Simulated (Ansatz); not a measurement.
# GaAsH₂+ (doublet): the correlation ladder, cc-pVTZ

One table from this session's results is given with a row withheld; the runs are named, their logs left out.

The runs use Ansatz 0.2.0, Gaussian basis; cc-pVTZ, core rule «outside noble gas», up to 28 orbitals frozen.

Plan: UHF; CCSD(T) on ROHF; CCSD(T) on UHF; BCCD(T) on ROHF; CCSDT(Q) on ROHF; CCSDT(Q) on UHF.

7 further runs of the same task are left out: 4 for a known fault of the program, 3 set aside as unsound or not needed. Runs told in other sessions of the task aren't counted.

### The system

The geometry is a PBE0/def2-TZVP stationary point (not a proven minimum) of the parent state, kept for this charge and spin. No spin-orbit coupling is included. The filled d shell of Ga, As may be among the frozen orbitals whatever the setting's name suggests.

4 atoms, charge 1, spin multiplicity 2.

Atoms are counted from 1 here; the program's logs count them from 0.

Bond lengths: Ga1–As2 2.220 Å, Ga1–H3 1.558 Å, As2–H4 1.545 Å. Angles: As2–Ga1–H3 178.1°, Ga1–As2–H4 78.5°.

As a file:

```
Ga    0.00000   -0.00366    1.13647
As    0.00000    0.02450   -1.08315
H     0.00000   -0.07433    2.69311
H     0.00000   -1.49352   -0.79446
```

Set-up of the first run:

in.yaml

```yaml
crystal:
  periodic: [false, false, false]
  atoms:
    - {symbol: Ga, position_ang: [0.000000, -0.003661, 1.136466]}
    - {symbol: As, position_ang: [0.000000, 0.024500, -1.083153]}
    - {symbol: H, position_ang: [0.000000, -0.074329, 2.693107]}
    - {symbol: H, position_ang: [0.000000, -1.493518, -0.794465]}
basis:
  gaussian: {orbitals: cc-pVTZ}
total_charge: 1
magnetization: {spin_polarized: true, initial_magnetization: 1}
hamiltonian: {xc: hf}
output: {orbitals: {seedname: orbitals}}
```

On the command line:

```console
$ ansatz run in.yaml --threads 1 --pin off --events-out ev --progress --plain --max-ram 4096MiB --backend cpu
```

Among the steps run: UHF; CCSD(T) on ROHF; CCSD(T) on UHF; BCCD(T) on ROHF; CCSDT(Q) on ROHF; CCSDT(Q) on UHF.

One of the session's tables, all rows but one given; the rest of the session is left out.

| method | from UCCSDT(Q) (kJ/mol) |
| --- | --- |
| ROHF | +540.7 |
| UHF | +530.5 |
| RMP2 | +99.3 |
| UMP2 | ? |
| RCCSD | +23.7 |
| UCCSD | +23.2 |
| RCCSD(T) | +4.1 |
| UCCSD(T) | +3.9 |
| BCCD(T) | +4.1 |
| RCCSDT | +1.2 |
| UCCSDT | +0.9 |
| RCCSDT(Q) | +0.3 |
| UCCSDT(Q) | 0 |

Q: Estimate the row for UMP2 from the others.

As computed: from UCCSDT(Q) (kJ/mol): +101.0. In the column «from UCCSDT(Q) (kJ/mol)» it lies between RMP2 (+99.3) and UHF (+530.5).

Caveats from the session: Restricted and unrestricted rows rest on different reference determinants; a gap between their highest levels can come from leftover correlation error, from unlike frozen cores or from another state.
